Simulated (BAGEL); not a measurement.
**HF/6-31G(d) (density fitting with qzvpp-jkfit, spherical functions) run of CH5BN2 (SMILES NC1BN1)**

Aim: the energy change on altering one bond length of CH5BN2 at HF/6-31G* (density fitting with qzvpp-jkfit, spherical functions), from 2 runs. 

The results are computed with BAGEL 1.2.2.

2 further runs of the same task are left out: 2 that didn't finish. Runs told in other sessions of the task aren't counted.

## (1) The molecule

The species is CH5BN2 (9 atoms), meant as a singlet with charge 0. SMILES: `NC1BN1`. The coordinates come from a PBE0-D4/def2-TZVP relaxation. This is one conformer, not always the lowest.

Bond lengths: N1–C2 1.431 Å, C2–B3 1.561 Å, C2–N4 1.467 Å, B3–N4 1.341 Å, N1–H5 1.010 Å, N1–H6 1.010 Å, C2–H7 1.092 Å, B3–H8 1.184 Å, N4–H9 1.004 Å. Some angles: N1–C2–B3 121.1°, N1–C2–N4 117.3°, B3–C2–N4 52.5°, C2–B3–N4 60.2°, C2–N4–B3 67.4°, N1–C2–H7 115.1°, B3–C2–H7 121.0°, N4–C2–H7 113.6°, C2–N1–H5 112.4°, C2–N1–H6 112.7°.

## (2) A single-point energy at HF/6-31G(d) (density fitting with qzvpp-jkfit, spherical functions)

Contents of job.json:

```json
{ "bagel": [

{
  "title": "molecule",
  "basis": "6-31gs.json",
  "df_basis": "qzvpp-jkfit",
  "angstrom": true,
  "geometry": [
    { "atom": "N", "xyz": [    0.142900,    1.194400,   -0.640600 ] },
    { "atom": "C", "xyz": [   -0.364200,   -0.077200,   -0.222300 ] },
    { "atom": "B", "xyz": [    0.591200,   -1.194100,    0.303200 ] },
    { "atom": "N", "xyz": [   -0.130500,   -0.469900,    1.171500 ] },
    { "atom": "H", "xyz": [    0.784000,    1.117400,   -1.417000 ] },
    { "atom": "H", "xyz": [   -0.589900,    1.842600,   -0.892400 ] },
    { "atom": "H", "xyz": [   -1.366400,   -0.317200,   -0.582700 ] },
    { "atom": "H", "xyz": [    1.414200,   -2.039000,    0.194700 ] },
    { "atom": "H", "xyz": [   -0.392800,   -0.103200,    2.068300 ] }
  ]
},
{
  "title": "hf"
},
{
  "title": "print",
  "file": "orbitals.molden",
  "orbitals": true
}

]}
```

The basis set 6-31G* is read from a file made from the Basis Set Exchange's data (not shown).

Launch:

```console
BAGEL_NUM_THREADS=1 BAGEL job.json > job.out
```

The program printed:

```text
* using 1 threads per process

  ===============================================================
  ===============================================================

  *** Geometry ***

  { "atom" : "N", "xyz" : [      0.270042,      2.257089,     -1.210559 ] },
  { "atom" : "C", "xyz" : [     -0.688238,     -0.145887,     -0.420086 ] },
  { "atom" : "B", "xyz" : [      1.117206,     -2.256522,      0.572965 ] },
  { "atom" : "N", "xyz" : [     -0.246609,     -0.887982,      2.213814 ] },
  { "atom" : "H", "xyz" : [      1.481545,      2.111580,     -2.677742 ] },
  { "atom" : "H", "xyz" : [     -1.114749,      3.482009,     -1.686392 ] },
  { "atom" : "H", "xyz" : [     -2.582122,     -0.599421,     -1.101143 ] },
  { "atom" : "H", "xyz" : [      2.672451,     -3.853152,      0.367930 ] },
  { "atom" : "H", "xyz" : [     -0.742284,     -0.195020,      3.908521 ] },

  Number of auxiliary basis functions:      394

  Since a DF basis is specified, we compute 2- and 3-index integrals:
    o Being stored without compression. Storage requirement is 0.014 GB

  Number of basis functions:       66
  Number of electrons      :       30

    * METHOD: MOLECULE                             0.15

  *** RHF ***

  === Nuclear Repulsion ===
   109.4483437159

      * DIIS with orbital gradients will be used.

  === RHF iteration (6-31gs.json) ===
      0       -174.08575112          0.02645741           0.03
      1       -174.24930864          0.01486347           0.03
      2       -174.30889491          0.00218944           0.03
      3       -174.31063693          0.00069660           0.03
      4       -174.31078557          0.00013669           0.03
      5       -174.31079604          0.00005208           0.03
      6       -174.31079773          0.00001950           0.03
      7       -174.31079816          0.00000456           0.03
      8       -174.31079818          0.00000138           0.03
      9       -174.31079818          0.00000054           0.03
     10       -174.31079818          0.00000020           0.03
     11       -174.31079818          0.00000005           0.03
     12       -174.31079818          0.00000002           0.03
     13       -174.31079818          0.00000001           0.03
    * SCF iteration converged.

    * Permanent dipole moment:
           (    0.354341,    -0.095180,     0.170532) a.u.

    * METHOD: HF                                   0.52

    * METHOD: PRINT                                0.01

  ===============================================================
```

Run time: 0.81 s. Hardware: 1 thread of Arm Neoverse V1, shared host.

## (3) The distorted shape

Contents of job.json:

```json
{ "bagel": [

{
  "title": "molecule",
  "basis": "6-31gs.json",
  "df_basis": "qzvpp-jkfit",
  "angstrom": true,
  "geometry": [
    { "atom": "N", "xyz": [       0.362742,       0.999938,      -0.565059 ] },
    { "atom": "C", "xyz": [      -0.144358,      -0.271662,      -0.146759 ] },
    { "atom": "B", "xyz": [       0.811042,      -1.388562,       0.378741 ] },
    { "atom": "N", "xyz": [       0.089342,      -0.664362,       1.247041 ] },
    { "atom": "H", "xyz": [       1.003842,       0.922938,      -1.341459 ] },
    { "atom": "H", "xyz": [      -0.589900,       1.842600,      -0.892400 ] },
    { "atom": "H", "xyz": [      -1.146558,      -0.511662,      -0.507159 ] },
    { "atom": "H", "xyz": [       1.634042,      -2.233462,       0.270241 ] },
    { "atom": "H", "xyz": [      -0.172958,      -0.297662,       2.143841 ] }
  ]
},

{ "title": "hf" },

{ "title": "print", "file": "orbitals.molden", "orbitals": true }

]}
```

The basis set 6-31G* is read from a file made from the Basis Set Exchange's data (not shown).

Launch:

```console
BAGEL_NUM_THREADS=1 BAGEL job.json > job.out
```

The program printed:

```text
* using 1 threads per process

  ===============================================================
  ===============================================================

  *** Geometry ***

  { "atom" : "N", "xyz" : [      0.685483,      1.889609,     -1.067807 ] },
  { "atom" : "C", "xyz" : [     -0.272797,     -0.513367,     -0.277334 ] },
  { "atom" : "B", "xyz" : [      1.532647,     -2.624002,      0.715717 ] },
  { "atom" : "N", "xyz" : [      0.168832,     -1.255462,      2.356566 ] },
  { "atom" : "H", "xyz" : [      1.896986,      1.744100,     -2.534990 ] },
  { "atom" : "H", "xyz" : [     -1.114749,      3.482009,     -1.686392 ] },
  { "atom" : "H", "xyz" : [     -2.166681,     -0.966901,     -0.958392 ] },
  { "atom" : "H", "xyz" : [      3.087892,     -4.220631,      0.510681 ] },
  { "atom" : "H", "xyz" : [     -0.326843,     -0.562500,      4.051272 ] },

  Number of auxiliary basis functions:      394

  Since a DF basis is specified, we compute 2- and 3-index integrals:
    o Being stored without compression. Storage requirement is 0.014 GB

  Number of basis functions:       66
  Number of electrons      :       30

    * METHOD: MOLECULE                             0.15

  *** RHF ***

  === Nuclear Repulsion ===
   108.2318988515

      * DIIS with orbital gradients will be used.

  === RHF iteration (6-31gs.json) ===
      0       -174.02574425          0.02693843           0.03
      1       -174.19022872          0.01584193           0.03
      2       -174.25972768          0.00219264           0.03
      3       -174.26171019          0.00055708           0.03
      4       -174.26181793          0.00014536           0.03
      5       -174.26183114          0.00006500           0.03
      6       -174.26183334          0.00002218           0.03
      7       -174.26183387          0.00000472           0.03
      8       -174.26183389          0.00000152           0.03
      9       -174.26183389          0.00000057           0.03
     10       -174.26183389          0.00000023           0.03
     11       -174.26183389          0.00000006           0.03
     12       -174.26183389          0.00000002           0.03
     13       -174.26183389          0.00000001           0.03
    * SCF iteration converged.

    * Permanent dipole moment:
           (    0.337363,    -0.020813,     0.145867) a.u.

    * METHOD: HF                                   0.53

    * METHOD: PRINT                                0.01

  ===============================================================
```

Run time: 0.85 s. Hardware: 1 thread of Arm Neoverse V1, shared host.

## (4) What came out

At HF/6-31G* (density fitting with qzvpp-jkfit, spherical functions):

```
                                                         quantity          value
                                        first shape: total energy  -174.31080 Eh
                                       first shape: dipole moment         1.03 D
                                         first shape: HOMO energy      -10.07 eV
                                         first shape: LUMO energy        4.75 eV
                                       first shape: HOMO–LUMO gap       14.82 eV
                                    distorted shape: total energy  -174.26183 Eh
                                   distorted shape: dipole moment         0.94 D
                                     distorted shape: HOMO energy      -10.10 eV
                                     distorted shape: LUMO energy        4.38 eV
                                   distorted shape: HOMO–LUMO gap       14.47 eV
energy change with the N1–H6 bond stretched from 1.010 to 1.313 Å       1.332 eV
```

**Reading.** With the N1–H6 bond stretched from 1.010 to 1.313 Å the energy rises by 1.33 eV (31 kcal/mol). The first shape isn't relaxed at this level, so the change isn't measured from a minimum.
